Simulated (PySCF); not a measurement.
**One shape, several levels: GaSiH7O (SMILES [SiH3][OH+][GaH3-])**

Aim: a comparison of 6 runs (B2PLYP/6-31G*, B3LYP/6-31G*, BHLYP/6-31G*, M06-2X/6-31G*, wB97M-V/6-31G*, wB97X/6-31G*) of GaSiH7O. The job is set up through a Python script.

The results are computed with PySCF 2.14.0.

2 further runs of the same task are left out: 2 set aside as unsound or not needed.

## 1. The system as given

GaSiH7O has 10 atoms, charge 0, and is taken as a singlet. As SMILES, `[SiH3][OH+][GaH3-]`. The coordinates come from a PBE0-D4/def2-TZVP relaxation.

Bond lengths: Si1–O2 1.685 Å, O2–Ga3 2.176 Å, Si1–H4 1.485 Å, Si1–H5 1.480 Å, Si1–H6 1.475 Å, O2–H7 0.960 Å, Ga3–H8 1.571 Å, Ga3–H9 1.583 Å, Ga3–H10 1.578 Å. Some angles: Si1–O2–Ga3 118.1°, Si1–O2–H7 117.7°, Ga3–O2–H7 112.1°, O2–Si1–H4 106.7°, O2–Si1–H5 110.5°, O2–Si1–H6 105.9°, O2–Ga3–H8 100.1°, O2–Ga3–H9 92.2°, O2–Ga3–H10 95.6°, H4–Si1–H5 110.0°.

## 2. A single-point energy at B2PLYP/6-31G(d) (spherical functions) (run 1)

Input file run.py:

```python
from pyscf import gto, dft, mp

mol = gto.M(
    atom='''
Si    -0.915950     1.285203    -2.436424
O     -1.459247    -0.441629     0.184248
Ga     1.666927    -1.041239     2.787724
H     -3.339335     1.398397    -3.845593
H      1.050688     0.076912    -4.015479
H     -0.131525     3.804397    -1.539182
H     -2.501808    -1.917694     0.019086
H      0.579390     0.277034     5.216211
H      3.563268     0.479046     1.044263
H      1.644629    -4.016802     2.590626
''',
    max_memory=1860,
    basis='6-31g*',
    unit='bohr',
    verbose=3,
)

mf = dft.RKS(mol)
mf.xc = '0.53*HF + 0.47*B88, 0.73*LYP'
mf.grids.level = 5
mf.conv_tol = 1e-10
mf.kernel()
if not mf.converged:
    mf = mf.newton().run(mf.mo_coeff, mf.mo_occ)

pt = mp.MP2(mf, frozen=15).run()
e_final = mf.e_tot + 0.27 * pt.e_corr
print('PT2 part  %.8f' % (0.27 * pt.e_corr))
print('E = %.10f Eh' % e_final)
```

Run with:

```bash
$ OMP_NUM_THREADS=1 python run.py
```

Output:

```text
converged SCF energy = -2292.72356027758
E(RMP2) = -2293.34149832314  E_corr = -0.617938045567165
E(SCS-RMP2) = -2293.32082152767  E_corr = -0.597261250097282
PT2 part  -0.16684327
E = -2292.8904035499 Eh
```

Wall time 20 s (1 thread of Intel Xeon at 2.70GHz, shared host); peak memory 0.41 GiB.

## 3. The energy at B3LYP/6-31G(d) (spherical functions) (run 2)

Input file calc.py:

```python
from pyscf import gto, dft

molecule = gto.Mole()
molecule.atom = '''
Si    -0.915950     1.285203    -2.436424
O     -1.459247    -0.441629     0.184248
Ga     1.666927    -1.041239     2.787724
H     -3.339335     1.398397    -3.845593
H      1.050688     0.076912    -4.015479
H     -0.131525     3.804397    -1.539182
H     -2.501808    -1.917694     0.019086
H      0.579390     0.277034     5.216211
H      3.563268     0.479046     1.044263
H      1.644629    -4.016802     2.590626
'''
molecule.basis = '6-31g*'
molecule.verbose = 4
molecule.spin = 0
molecule.unit = 'bohr'
molecule.max_memory = 1860
molecule.build()

calc0 = dft.RKS(molecule)
calc0.xc = 'b3lyp'
calc0.grids.level = 5
calc0.conv_tol = 1e-10
calc0.kernel()
if not calc0.converged:
    calc0 = calc0.newton().run(calc0.mo_coeff, calc0.mo_occ)

e_final = calc0.e_tot
print('Final energy', e_final)
```

Run with:

```bash
$ OMP_NUM_THREADS=1 python calc.py
```

Output:

```text
PySCF version 2.14.0

[... 78 lines left out ...]
converged SCF energy = -2293.5532829034
Final energy -2293.5532829034014
```

Run time: 22 s. Hardware: 1 thread of Intel Xeon at 2.70GHz, shared host; peak memory 0.41 GiB.

Runs 3 to 4 aren't shown in full; the table further down has their settings and results.

## 4. A single-point energy at wB97M-V/6-31G(d) (spherical functions) (run 5)

Input file run.py:

```python
# [SiH3][OH+][GaH3-]
from pyscf import gto, dft

molecule = gto.M(
    atom='''
Si      -0.484700       0.680100      -1.289300
O       -0.772200      -0.233700       0.097500
Ga       0.882100      -0.551000       1.475200
H       -1.767100       0.740000      -2.035000
H        0.556000       0.040700      -2.124900
H       -0.069600       2.013200      -0.814500
H       -1.323900      -1.014800       0.010100
H        0.306600       0.146600       2.760300
H        1.885600       0.253500       0.552600
H        0.870300      -2.125600       1.370900
''',
    basis='6-31g*',
    charge=0,
    max_memory=1860,
    verbose=3,
)

calc0 = dft.RKS(molecule, xc='wb97m-v')
calc0.grids.level = 5
calc0.conv_tol = 1e-10
calc0.nlcgrids.level = 1
calc0.kernel()
if not calc0.converged:
    calc0 = calc0.newton().run(calc0.mo_coeff, calc0.mo_occ)

e_tot = calc0.e_tot
print('E(%s) = %.9f' % ('WB97M-V', e_tot))
```

Run with:

```bash
$ OMP_NUM_THREADS=1 python run.py
```

Output:

```text
converged SCF energy = -2293.30639030608
E(WB97M-V) = -2293.306390306
```

It took 1.9 min on 1 thread of Intel Xeon at 2.70GHz, shared host; peak memory 0.42 GiB.

## 5. The energy at wB97X/6-31G(d) (spherical functions) (run 6)

Input file input.py:

```python
from pyscf import gto, dft

mol = gto.Mole()
mol.atom = '''
Si  -0.484700   0.680100  -1.289300
O   -0.772200  -0.233700   0.097500
Ga   0.882100  -0.551000   1.475200
H   -1.767100   0.740000  -2.035000
H    0.556000   0.040700  -2.124900
H   -0.069600   2.013200  -0.814500
H   -1.323900  -1.014800   0.010100
H    0.306600   0.146600   2.760300
H    1.885600   0.253500   0.552600
H    0.870300  -2.125600   1.370900
'''
mol.basis = '6-31g*'
mol.verbose = 4
mol.max_memory = 1860
mol.spin = 0
mol.build()

ks = dft.RKS(mol)
ks.xc = 'wb97x'
ks.conv_tol = 1e-10
ks.grids.level = 5
ks.kernel()
if not ks.converged:
    ks = ks.newton().run(ks.mo_coeff, ks.mo_occ)

energy = ks.e_tot
print(f'total energy: {energy:.8f} hartree')
```

Run with:

```bash
$ OMP_NUM_THREADS=1 python input.py
```

Output:

```text
PySCF version 2.14.0

[... 77 lines left out ...]
converged SCF energy = -2293.50338613041
total energy: -2293.50338613 hartree
```

It took 36 s on 1 thread of Intel Xeon at 2.70GHz, shared host; peak memory 0.41 GiB.

## 6. All runs side by side

| run | level | frozen core orbitals | nlc grid | energy (Eh) | dipole moment (D) | HOMO energy (eV) | LUMO energy (eV) | wall time |
| --- | --- | --- | --- | --- | --- | --- | --- | --- |
| 1 | B2PLYP/6-31G* (spherical functions) | 15 | – | -2292.890404 | 3.84 | -8.82 | 0.46 | 20 s |
| 2 | B3LYP/6-31G* (spherical functions) | – | – | -2293.553283 | 3.81 | -7.48 | -0.89 | 22 s |
| 3 | BHLYP/6-31G* (spherical functions) | – | – | -2293.408584 | 3.83 | -8.86 | 0.17 | 20 s |
| 4 | M06-2X/6-31G* (spherical functions) | – | – | -2293.401971 | 3.89 | -8.82 | 0.02 | 31 s |
| 5 | wB97M-V/6-31G* (spherical functions) | – | 1 | -2293.306390 | 3.79 | -9.89 | 0.99 | 1.9 min |
| 6 | wB97X/6-31G* (spherical functions) | – | – | -2293.503386 | 3.85 | -10.09 | 1.38 | 36 s |

## 7. Results

| quantity | value |
| --- | --- |
| run 6: total energy | -2293.50339 Eh |
| run 6: dipole moment | 3.85 D |
| run 6: HOMO energy | -10.09 eV |
| run 6: LUMO energy | 1.38 eV |
| run 6: HOMO–LUMO gap | 11.47 eV |

What this shows: The dipole moment (its size) runs from 3.79 D (wB97M-V/6-31G*) to 3.89 D (M06-2X/6-31G*). The HOMO–LUMO gap runs from 6.59 eV (B3LYP/6-31G*) to 11.47 eV (wB97X/6-31G*). Totals of different functionals can't be ranked against each other. All runs together took 4 min, the longest 1.9 min.
